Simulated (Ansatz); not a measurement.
This script for the Python package of Ansatz (0.2.0) starts 3 runs on CH5ClSSn, SMILES C[S][SnH2][Cl]. What input does the engine get in each?

`spin_ch5clssn.py`
```python
"""Vertical spin-state energies of CH5ClSSn."""

import ansatz as az

geometry_ang = [
    ("C", (0.0319, 1.2988, -0.8363)),
    ("S", (1.4094, 0.246, -0.6058)),
    ("Sn", (0.1647, -1.2559, 0.8332)),
    ("Cl", (-1.4991, -2.2347, -0.3545)),
    ("H", (-0.8453, 0.7752, -1.3414)),
    ("H", (-0.3502, 1.7702, 0.1262)),
    ("H", (0.3041, 2.1852, -1.5072)),
    ("H", (1.3161, -2.4892, 1.4224)),
    ("H", (-0.4432, -0.3419, 2.2463)),
]
molecule = az.Crystal.molecule()
for symbol, xyz in geometry_ang:
    molecule = molecule.atom(symbol, xyz)

job = molecule.calculation().basis(gaussian="def2-SVPD").functional("pbe", dispersion="d4")
found = {}
for unpaired in [0, 2, 4]:
    report = job.spin("collinear", total=unpaired).run(threads=1, pin="off").report
    s = unpaired / 2
    found[unpaired] = report["free_energy_ev"]
    print(f"2S+1 = {unpaired + 1}: E = {found[unpaired]:.5f} eV, <S^2> = {abs(report['mean_field']['state']['spin_squared']):.3f} (pure state {s * (s + 1):.2f})")
lowest = min(found, key=found.get)
for unpaired, e in found.items():
    print(f"multiplicity {unpaired + 1}: {96.485332 * (e - found[lowest]):.1f} kJ/mol above the lowest")
```

Run 1:
```yaml
crystal:
  periodic: [false, false, false]
  atoms:
    - { symbol: C, position_ang: [0.0319, 1.2988, -0.8363] }
    - { symbol: S, position_ang: [1.4094, 0.246, -0.6058] }
    - { symbol: Sn, position_ang: [0.1647, -1.2559, 0.8332] }
    - { symbol: Cl, position_ang: [-1.4991, -2.2347, -0.3545] }
    - { symbol: H, position_ang: [-0.8453, 0.7752, -1.3414] }
    - { symbol: H, position_ang: [-0.3502, 1.7702, 0.1262] }
    - { symbol: H, position_ang: [0.3041, 2.1852, -1.5072] }
    - { symbol: H, position_ang: [1.3161, -2.4892, 1.4224] }
    - { symbol: H, position_ang: [-0.4432, -0.3419, 2.2463] }
basis:
  gaussian:
    orbitals: def2-SVPD
hamiltonian:
  xc: pbe
  dispersion: d4
magnetization:
  spin_polarized: true
  initial_magnetization: 0.0
```

Run 2, against run 1:
```diff
-  initial_magnetization: 0.0
+  initial_magnetization: 2.0
```

Run 3, against run 1:
```diff
-  initial_magnetization: 0.0
+  initial_magnetization: 4.0
```

```console
$ python spin_ch5clssn.py
2S+1 = 1: E = -30289.92985 eV, <S^2> = 0.000 (pure state 0.00)
2S+1 = 3: E = -30286.08579 eV, <S^2> = 2.005 (pure state 2.00)
2S+1 = 5: E = -30280.47027 eV, <S^2> = 6.009 (pure state 6.00)
multiplicity 1: 0.0 kJ/mol above the lowest
multiplicity 3: 370.9 kJ/mol above the lowest
multiplicity 5: 912.7 kJ/mol above the lowest
```

In order: multiplicity 1 (+0.00 eV), multiplicity 3 (+3.84 eV) and multiplicity 5 (+9.46 eV), all at the one geometry.

Total energies depend on the basis set; only differences at equal settings carry meaning. The geometry is a force-field or estimated start, not a minimum of this method, and the basis set is short of its limit. All parts are taken at fixed geometry, without zero-point energy. def2 sets replace the cores of elements past krypton by effective core potentials. Spin-orbit coupling, which mixes and shifts the spin states of heavy atoms, is left out. Hardware and time: 70 s on 1 thread of Arm Neoverse V2, on a shared host, peak memory 0.5 GiB.
